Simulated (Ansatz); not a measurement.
**CH₃BBr₂O: how energies converge with the basis set**

An exercise on one series of results from a longer session: the logs are not shown, and one member is left open.

Program: Ansatz 0.2.0, Gaussian basis. Level of theory: one geometry, several basis sets. These are calculated values, not measurements.

Levels to be run: PBE0-D4/def2-SVP; ωB97M-V/def2-SVP; PBE0-D4/def2-QZVPP; ωB97M-V/def2-QZVPP; the functionals' def2-TZVPP values are taken from earlier runs.

## The relaxed structure

An earlier PBE0-D4 in a triple-zeta def2 set relaxation fixed the geometry.

SMILES `COB(Br)Br`, 8 atoms, charge 0, spin multiplicity 1.

Atoms are counted from 1 here; the program's logs count them from 0.

Bond lengths: C1–O2 1.418 Å, C1–H6 1.090 Å, C1–H7 1.090 Å, C1–H8 1.091 Å, O2–B3 1.326 Å, B3–Br4 1.915 Å, B3–Br5 1.928 Å. Angles: O2–C1–H6 108.0°, O2–C1–H7 108.2°, O2–C1–H8 111.5°, H6–C1–H7 109.3°, H6–C1–H8 110.0°, H7–C1–H8 109.9°, C1–O2–B3 127.2°, O2–B3–Br4 117.8°, O2–B3–Br5 123.5°, Br4–B3–Br5 118.7°.

Set-up of the first run:

in.yaml

```yaml
crystal:
  periodic: [false, false, false]
  atoms:
    - {symbol: C, position_ang: [-0.944860, -0.532536, -0.461608]}
    - {symbol: O, position_ang: [0.184347, -0.547574, 0.395157]}
    - {symbol: B, position_ang: [1.069391, 0.423711, 0.571202]}
    - {symbol: Br, position_ang: [2.500305, 0.116416, 1.806786]}
    - {symbol: Br, position_ang: [0.987663, 2.116040, -0.347964]}
    - {symbol: H, position_ang: [-0.866211, -1.384875, -1.136664]}
    - {symbol: H, position_ang: [-1.839081, -0.641507, 0.152727]}
    - {symbol: H, position_ang: [-0.999454, 0.393225, -1.035435]}
basis:
  gaussian: {orbitals: def2-SVP}
hamiltonian: {xc: pbe0, dispersion: d4}
output: {orbitals: {seedname: orbitals}}
```

Steps of the session up to this table: PBE0-D4 in def2-SVP; ωB97M-V in def2-SVP; PBE0-D4 in def2-QZVPP; ωB97M-V in def2-QZVPP.

One of the session's tables, all rows but one given; the rest of the session is left out.

It belongs to the step «Functionals by basis». 

| functional | basis | HOMO (eV) |
| --- | --- | --- |
| PBE0-D4 | def2-SVP | -8.00 |
| PBE0-D4 | def2-TZVPP | ? |
| PBE0-D4 | def2-QZVPP | -8.16 |
| ωB97M-V | def2-SVP | -10.17 |
| ωB97M-V | def2-TZVPP | -10.34 |
| ωB97M-V | def2-QZVPP | -10.36 |

Estimate the missing values for PBE0-D4, def2-TZVPP.

**Answer.** HOMO (eV): -8.15. In the column «HOMO (eV)» it lies between PBE0-D4, def2-QZVPP (-8.16) and PBE0-D4, def2-SVP (-8.00).
